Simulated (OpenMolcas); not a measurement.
# Ag⁵⁺ among point charges: CASSCF and CASPT2 levels and susceptibility

Aim: the splitting of the states of Ag⁵⁺ in the field of 6 point charges, its lowest levels with spin-orbit coupling and its magnetic susceptibility.

Method: state-averaged CASSCF and CASPT2, spin-orbit coupling by RASSI with atomic mean-field integrals. Code: OpenMolcas 26.06.

## 1. What is computed

```
Species                           : Ag⁵⁺ (silver, Z = 47, 42 electrons)
Basis                             : ANO-RCC-VDZP [6s5p3d1f], 43 functions
Scalar Hamiltonian                : DKH2, point nucleus
Inactive shells                   : 1s 2s 2p 3s 3p 3d 4s 4p
Active space                      : 6 electrons in 5 orbitals (4d)
Some configurations of this space : 4d⁶
Orbitals                          : optimised for each spin and parity, averaged over all roots
```

The outer shells:

4d6
```
4d [↑↓][↑ ][↑ ][↑ ][↑ ]
```

The ion sits among 6 point charges of -1.7 e arranged as a trigonal antiprism (D3d), 1.97 Å from the ion, with a polar angle of 48.2° against the regular 54.74°.

Each step is its own input file, run in one work folder so that later steps find the files of earlier ones. Labels, J, g values, rates, χT and fits are worked out afterwards by a script from the matrices that RASSI stores. The input lists half of the charges; inversion (Group=XYZ) makes the rest.

## 2. One- and two-electron integrals

a.inp reads:

```
&GATEWAY
Coord
1

Ag 0.0 0.0 0.0
Basis=ANO-RCC-VDZP
Group=XYZ
NoMove
AngMom=0.0 0.0 0.0
AMFI
XField
3 Angstrom 0
0.000000 1.467839 1.313906 -1.700000
1.271186 -0.733919 1.313906 -1.700000
1.271186 0.733919 -1.313906 -1.700000
&SEWARD
```

Run with:

```
$ OMP_NUM_THREADS=1 MOLCAS_MEM=1689 MOLCAS_PROJECT=a pymolcas a.inp > a.log
```

## 3. Reference wave functions, quintets of even parity, 5 roots

a.inp reads:

```
&RASSCF
FileOrb=start.orb
Symmetry=1
Spin=5
nActEl=6 0 0
Inactive=9 9
Ras2=5 0
CIRoot=5 5 1
SDav=5
CIMx=300
Iter=120 100
PrWF=0.3
OrbListing=Nothing
MaxOrb=0
>>> COPY $Project.JobIph JOB001
```

start.orb holds the contracted functions of the basis, ordered by shell, or the orbitals of the step before.

## 4. CASSCF: triplets of even parity, 45 roots

a.inp reads:

```
&RASSCF
FileOrb=start.orb
Symmetry=1
Spin=3
nActEl=6 0 0
Inactive=9 9
Ras2=5 0
CIRoot=45 45 1
SDav=45
CIMx=300
Iter=120 100
PrWF=0.3
OrbListing=Nothing
MaxOrb=0
>>> COPY $Project.JobIph JOB002
```

## 5. CASSCF: singlets of even parity, 50 roots

a.inp reads:

```
&RASSCF
FileOrb=start.orb
Symmetry=1
Spin=1
nActEl=6 0 0
Inactive=9 9
Ras2=5 0
CIRoot=50 50 1
SDav=50
CIMx=300
Iter=120 100
PrWF=0.3
OrbListing=Nothing
MaxOrb=0
>>> COPY $Project.JobIph JOB003
```

## 6. RASSI: spin-orbit coupling between the states

a.inp reads:

```
&RASSI
NrOfJobIphs=3 5 45 50
1 2 3 4 5
1 2 3 4 5 6 7 8 9 10 11 12 13 14 15 16 17 18 19 20 21 22 23 24 25 26 27
28 29 30 31 32 33 34 35 36 37 38 39 40 41 42 43 44 45
1 2 3 4 5 6 7 8 9 10 11 12 13 14 15 16 17 18 19 20 21 22 23 24 25 26 27
28 29 30 31 32 33 34 35 36 37 38 39 40 41 42 43 44 45 46 47 48 49 50
IphNames
JOB001
JOB002
JOB003
EJob
SpinOrbit
DIPRint=1.0
SOCoupling=1000.0
Subsets=2
Property=9
'ANGMOM' 1 'ANGMOM' 2 'ANGMOM' 3 'MLTPL  1' 1 'MLTPL  1' 2 'MLTPL  1' 3
'AMFI' 1 'AMFI' 2 'AMFI' 3
SOProperty=3
'ANGMOM' 1 'ANGMOM' 2 'ANGMOM' 3
```

## 7. CASPT2: IPEA 0.25, imaginary shift 0.1 (closed shells correlated: 4s 4p)

a.inp reads:

```
>>> COPY JOB001 $Project.JobIph
&CASPT2
Multistate=5 1 2 3 4 5
NoMult
Frozen=8 6
IPEA=0.25
Imaginary=0.1
MaxIter=60
WThr=0.0 0.3 0.05
PrWF=0.5
NoMix
>>> COPY JOB002 $Project.JobIph
&CASPT2
Multistate=45 1 2 3 4 5 6 7 8 9 10 11 12 13 14 15 16 17 18 19 20 21 22
23 24 25 26 27 28 29 30 31 32 33 34 35 36 37 38 39 40 41 42 43 44 45
NoMult
Frozen=8 6
IPEA=0.25
Imaginary=0.1
MaxIter=60
WThr=0.0 0.3 0.05
PrWF=0.5
NoMix
>>> COPY JOB003 $Project.JobIph
&CASPT2
Multistate=50 1 2 3 4 5 6 7 8 9 10 11 12 13 14 15 16 17 18 19 20 21 22
23 24 25 26 27 28 29 30 31 32 33 34 35 36 37 38 39 40 41 42 43 44 45 46
47 48 49 50
NoMult
Frozen=8 6
IPEA=0.25
Imaginary=0.1
MaxIter=60
WThr=0.0 0.3 0.05
PrWF=0.5
NoMix
```

(Steps that only read results are left out.)

Before running it: what results should come out? Wanted: spin-free ground state; first state of the same spin within the active space; lowest level; next level.

As calculated:

| quantity | value |
| --- | --- |
| method | SS-CASPT2, IPEA 0.25, imaginary shift 0.1 (closed shells correlated: 4s 4p) |
| spin-free ground state | 5E, 2-fold in its orbital part |
| first state of the same spin within the active space | 5A1 at 5490 cm⁻¹ |
| lowest level | 2-fold E, g = 0.00, 0.00, 11.75 |
| next level | 991.9 cm⁻¹ |
| χT at 300 K | 4.78 cm³ K/mol |
| effective moment at 300 K | 6.18 μB |

Cost by method:

```
                                              method  time of its own steps  time with the reference
                                           A. CASSCF                   21 s                     21 s
B. SS-CASPT2, IPEA 0.25, imaginary shift 0.1, +4s 4p                  4.8 s                     26 s
```

Times are of one thread on a shared host.

**Reading.** The spin-free ground state (5E) comes to 100 % from free-ion D terms and keeps the highest spin of the shell. χT at 300 K is 4.78, against 3.01 cm³ K/mol for the spin alone, so orbital moment adds to it. An active space of the d shell alone favours high spin; real ions in strong fields can be low spin. CASPT2 does not keep the components of a term degenerate, and the means are used. The field of point charges can differ much from that of real complexes. With metal d orbitals alone active, the gaps between spin states are rough; where two lie within a few thousand cm-1, their order is open. Point charges carry no covalency, so the field is a model and not that of real ligands.
